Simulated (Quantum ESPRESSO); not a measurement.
# MnO2 (P4_2/mnm) in Quantum ESPRESSO: further runs, part 2 of 2

Quantum ESPRESSO 7.5. The steps go on from the part before.

### Step 4. Single point, LDA, collinear spin, ferromagnetic start, 8.88 Å³/atom

File pw.in:

```
&CONTROL
  calculation = 'scf'
  prefix = 'pwscf'
  outdir = './tmp'
  pseudo_dir = './pseudo'
  tprnfor = .true.
  tstress = .true.
  disk_io = 'nowf'
/
&SYSTEM
  ibrav = 0
  nat = 6
  ntyp = 2
  ecutwfc = 45
  ecutrho = 360
  nbnd = 40
  occupations = 'smearing'
  smearing = 'fd'
  degauss = 0.00367493
  nspin = 2
  starting_magnetization(1) = 0.2667
  starting_magnetization(2) = 0
/
&ELECTRONS
  conv_thr = 1.2d-09
  electron_maxstep = 120
  mixing_beta = 0.3
/
ATOMIC_SPECIES
Mn    54.9380 mn_lda_v1.5.uspp.F.UPF
O     15.9990 o_lda_v1.2.uspp.F.UPF
CELL_PARAMETERS angstrom
   4.3409460560    0.0000000000    0.0000000000
   0.0000000000    4.3409460560    0.0000000000
   0.0000000000    0.0000000000    2.8283288935
ATOMIC_POSITIONS crystal
Mn     0.5000000000    0.5000000000    0.5000000000
Mn     0.0000000000    0.0000000000    0.0000000000
O      0.8049161500    0.1950838500    0.5000000000
O      0.6950838500    0.6950838500    0.0000000000
O      0.1950838500    0.8049161500    0.5000000000
O      0.3049161500    0.3049161500    0.0000000000
K_POINTS automatic
6 6 9 0 0 0
```

The run is started by

```
> OMP_NUM_THREADS=1 mpirun -n 2 pw.x -nk 2 -in pw.in > pw.out
```

Wall time 83 s (2 MPI ranks of Arm Neoverse V2, shared host); peak memory 0.44 GiB.

Results (log left out):

```
Free energy                                           : -7506.0498 eV
Pressure                                              : -2.2 GPa
Largest force                                         : 0.113 eV/Å
Band gap on the k mesh                                : none (metal or under the smearing width)
Net moment                                            : 5.27 μB per cell
Absolute moment                                       : 5.34 μB per cell
Site moments                                          : Mn +2.06; O +0.10 μB
Valence electrons inside the program's atomic spheres : Mn 11.59; O 5.14
```

Caveat: semilocal functionals often make such compounds metallic where correlation or magnetic order opens a gap, which also shifts bond lengths; only a ferromagnetic start was run, and an antiferromagnetic order may lie lower in energy.

### Step 5. Single point, LDA, collinear spin, ferromagnetic start, 9.07 Å³/atom

pw.in: that of step 4 with these lines changed.

```diff
@@ -32,5 +32,5 @@
 CELL_PARAMETERS angstrom
-   4.3409460560    0.0000000000    0.0000000000
-   0.0000000000    4.3409460560    0.0000000000
-   0.0000000000    0.0000000000    2.8283288935
+   4.3708845610    0.0000000000    0.0000000000
+   0.0000000000    4.3708845610    0.0000000000
+   0.0000000000    0.0000000000    2.8478352264
 ATOMIC_POSITIONS crystal
```

The run is started by

```
> OMP_NUM_THREADS=1 mpirun -n 2 pw.x -nk 2 -in pw.in > pw.out
```

Wall time 76 s (2 MPI ranks of Arm Neoverse V2, shared host); peak memory 0.44 GiB.

Results (log left out):

```
Free energy                                           : -7506.0231 eV
Pressure                                              : -6.3 GPa
Largest force                                         : 0.014 eV/Å
Band gap on the k mesh                                : none (metal or under the smearing width)
Net moment                                            : 5.64 μB per cell
Absolute moment                                       : 5.74 μB per cell
Site moments                                          : Mn +2.21; O +0.10 μB
Valence electrons inside the program's atomic spheres : Mn 11.62; O 5.16
```

Caveat: semilocal functionals often make such compounds metallic where correlation or magnetic order opens a gap, which also shifts bond lengths; only a ferromagnetic start was run, and an antiferromagnetic order may lie lower in energy.

### Step 6. Single point, LDA, collinear spin, ferromagnetic start, 9.25 Å³/atom

pw.in: that of step 5 with these lines changed.

```diff
@@ -32,5 +32,5 @@
 CELL_PARAMETERS angstrom
-   4.3708845610    0.0000000000    0.0000000000
-   0.0000000000    4.3708845610    0.0000000000
-   0.0000000000    0.0000000000    2.8478352264
+   4.4004184607    0.0000000000    0.0000000000
+   0.0000000000    4.4004184607    0.0000000000
+   0.0000000000    0.0000000000    2.8670779400
 ATOMIC_POSITIONS crystal
```

Potentials or basis: GBRV 1.5 LDA.

The run is started by

```
> OMP_NUM_THREADS=1 mpirun -n 2 pw.x -nk 2 -in pw.in > pw.out
```

Wall time 69 s (2 MPI ranks of Arm Neoverse V2, shared host); peak memory 0.44 GiB.

It converged, with:

```
Free energy                                           : -7505.9667 eV
Pressure                                              : -10.7 GPa
Largest force                                         : 0.081 eV/Å
Band gap on the k mesh                                : none (metal or under the smearing width)
Net moment                                            : 5.80 μB per cell
Absolute moment                                       : 5.92 μB per cell
Site moments                                          : Mn +2.29; O +0.10 μB
Valence electrons inside the program's atomic spheres : Mn 11.65; O 5.18
```

Caveat: semilocal functionals often make such compounds metallic where correlation or magnetic order opens a gap, which also shifts bond lengths; only a ferromagnetic start was run, and an antiferromagnetic order may lie lower in energy.

### Step 7. Single point, LDA, collinear spin, ferromagnetic start, 9.44 Å³/atom

pw.in: that of step 6 with these lines changed.

```diff
@@ -32,5 +32,5 @@
 CELL_PARAMETERS angstrom
-   4.4004184607    0.0000000000    0.0000000000
-   0.0000000000    4.4004184607    0.0000000000
-   0.0000000000    0.0000000000    2.8670779400
+   4.4295611541    0.0000000000    0.0000000000
+   0.0000000000    4.4295611541    0.0000000000
+   0.0000000000    0.0000000000    2.8860657645
 ATOMIC_POSITIONS crystal
```

The run is started by

```
> OMP_NUM_THREADS=1 mpirun -n 2 pw.x -nk 2 -in pw.in > pw.out
```

Run time: 74 s. Hardware: 2 MPI ranks of Arm Neoverse V2, shared host; peak memory 0.46 GiB.

Results (log left out):

| Property | Result |
| --- | --- |
| Free energy | -7505.8809 eV |
| Pressure | -14.7 GPa |
| Largest force | 0.167 eV/Å |
| Band gap on the k mesh | none (metal or under the smearing width) |
| Net moment | 5.89 μB per cell |
| Absolute moment | 6.03 μB per cell |
| Site moments | Mn +2.35; O +0.10 μB |
| Valence electrons inside the program's atomic spheres | Mn 11.68; O 5.20 |

Caveat: semilocal functionals often make such compounds metallic where correlation or magnetic order opens a gap, which also shifts bond lengths; only a ferromagnetic start was run, and an antiferromagnetic order may lie lower in energy.

### Step 8. Single point, LDA, collinear spin, ferromagnetic start, 9.62 Å³/atom

pw.in: that of step 7 with these lines changed.

```diff
@@ -32,5 +32,5 @@
 CELL_PARAMETERS angstrom
-   4.4295611541    0.0000000000    0.0000000000
-   0.0000000000    4.4295611541    0.0000000000
-   0.0000000000    0.0000000000    2.8860657645
+   4.4583253442    0.0000000000    0.0000000000
+   0.0000000000    4.4583253442    0.0000000000
+   0.0000000000    0.0000000000    2.9048069764
 ATOMIC_POSITIONS crystal
```

The run is started by

```
> OMP_NUM_THREADS=1 mpirun -n 2 pw.x -nk 2 -in pw.in > pw.out
```

It took 76 s on 2 MPI ranks of Arm Neoverse V2, shared host; peak memory 0.46 GiB.

It converged, with:

* Free energy: -7505.7685 eV
* Pressure: -18.3 GPa
* Largest force: 0.245 eV/Å
* Band gap on the k mesh: none (metal or under the smearing width)
* Net moment: 5.95 μB per cell
* Absolute moment: 6.12 μB per cell
* Site moments: Mn +2.39; O +0.09 μB
* Valence electrons inside the program's atomic spheres: Mn 11.71; O 5.22

Caveat: semilocal functionals often make such compounds metallic where correlation or magnetic order opens a gap, which also shifts bond lengths; only a ferromagnetic start was run, and an antiferromagnetic order may lie lower in energy.

### Step 9. Single point, LDA, collinear spin, ferromagnetic start, 9.81 Å³/atom

pw.in: that of step 8 with these lines changed.

```diff
@@ -32,5 +32,5 @@
 CELL_PARAMETERS angstrom
-   4.4583253442    0.0000000000    0.0000000000
-   0.0000000000    4.4583253442    0.0000000000
-   0.0000000000    0.0000000000    2.9048069764
+   4.4867230866    0.0000000000    0.0000000000
+   0.0000000000    4.4867230866    0.0000000000
+   0.0000000000    0.0000000000    2.9233094305
 ATOMIC_POSITIONS crystal
```

Potentials or basis: GBRV 1.5 LDA.

The run is started by

```
> OMP_NUM_THREADS=1 mpirun -n 2 pw.x -nk 2 -in pw.in > pw.out
```

Run time: 90 s. Hardware: 2 MPI ranks of Arm Neoverse V2, shared host; peak memory 0.46 GiB.

Results (log left out):

```
Free energy                                           : -7505.6321 eV
Pressure                                              : -21.6 GPa
Largest force                                         : 0.315 eV/Å
Band gap on the k mesh                                : none (metal or under the smearing width)
Net moment                                            : 5.98 μB per cell
Absolute moment                                       : 6.18 μB per cell
Site moments                                          : Mn +2.43; O +0.08 μB
Valence electrons inside the program's atomic spheres : Mn 11.73; O 5.23
```

Caveat: semilocal functionals often make such compounds metallic where correlation or magnetic order opens a gap, which also shifts bond lengths; only a ferromagnetic start was run, and an antiferromagnetic order may lie lower in energy.

### Step 10. Equation of state, LDA, collinear spin, ferromagnetic start

No new run: the results of the series are fitted here.

Results:

* Equilibrium volume: 8.81 Å³/atom (rough: see the caveat)
* Bulk modulus at fixed shape and positions: 217 GPa (rough)

Energy against volume, from the lowest point:
```tsv
volume (Å³/atom)	energy (meV/atom)
8.698	0.50
8.883	0.00
9.068	4.44
9.253	13.84
9.438	28.14
9.623	46.87
9.808	69.61
```

Caveat: the fit is doubtful: noisy points or a state that changes with volume; the cell was scaled at fixed shape and fractional positions, which overstates the stiffness of a crystal with free parameters, most of all of layers and chains.
